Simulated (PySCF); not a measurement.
**The bond of KLi, level by level**

An exercise on one series of results from a longer session: the logs are not shown, and one member is left open.

Program: PySCF 2.14.0. Level of theory: K def2-SVPD, Li def2-SVPD, no relativity. These are calculated values, not measurements.

Set-up of the first run:

A driver script around PySCF takes these settings:

- atoms: K, Li
- charge: 0
- basis: K def2-SVPD, Li def2-SVPD
- Hamiltonian: no relativity
- basis functions: 39
- electrons treated: 22
- masses in u: 38.9637, 7.0160
- levels: PBE0, PBE, r²SCAN, M06-2X, TPSSh, B97-3, HF, MP2, SCS-MP2, CCSD, CCSD(T)
- grid: 80 radial by 434 angular points
- occupations: held fixed by the projection of orbital angular momentum
- dissociation limit: K + Li, each in its ground configuration
- starting distance in angstrom: 3.230
- values of 2S to try: 0, 2

Run with:

```sh
> OMP_NUM_THREADS=1 python dia.py task.json out
```

Among the steps run: Set-up; First curve: PBE0; Excited determinants; PBE (GGA); r²SCAN (meta-GGA); M06-2X (hybrid meta-GGA); TPSSh (hybrid meta-GGA); B97-3; RHF (mean field); MP2 and coupled cluster.

One of the session's tables, all rows but one given; the rest of the session is left out.

Energy (eV) from each level's lowest point:

| R (Å) | RHF | RHF-MP2 | RHF-SCS-MP2 | RHF-CCSD | RHF-CCSD(T) |
| --- | --- | --- | --- | --- | --- |
| 2.946 | 0.216 | 0.157 | 0.160 | n/a | n/a |
| 3.083 | 0.122 | 0.079 | 0.081 | 0.069 | 0.068 |
| 3.220 | 0.058 | 0.030 | 0.031 | 0.024 | 0.024 |
| 3.323 | 0.026 | 0.009 | 0.010 | 0.007 | 0.007 |
| 3.426 | ? | ? | ? | ? | ? |
| 3.529 | 0.000 | 0.001 | 0.000 | 0.003 | 0.003 |
| 3.666 | 0.004 | 0.015 | 0.014 | 0.019 | 0.019 |
| 3.837 | 0.027 | 0.049 | 0.047 | 0.054 | 0.053 |
| 4.043 | 0.074 | 0.108 | 0.104 | 0.112 | 0.109 |
| 4.317 | 0.161 | 0.205 | 0.199 | n/a | n/a |

**Question.** Estimate the row for R (Å) = 3.426.

Worked estimate for «RHF». A straight line through the neighbours (3.323, 0.026) and (3.529, 0.000) gives 0.026 + (0.000 − 0.026) × (3.426 − 3.323) / (3.529 − 3.323) = 0.013; a parabola fitted to 4 rows on both sides gives 0.008.

The run gave: RHF: 0.008; RHF-MP2: 0.000; RHF-SCS-MP2: 0.000; RHF-CCSD: 0.000; RHF-CCSD(T): 0.000. In «RHF» the line misses by +0.005 and the parabola by 0.000.
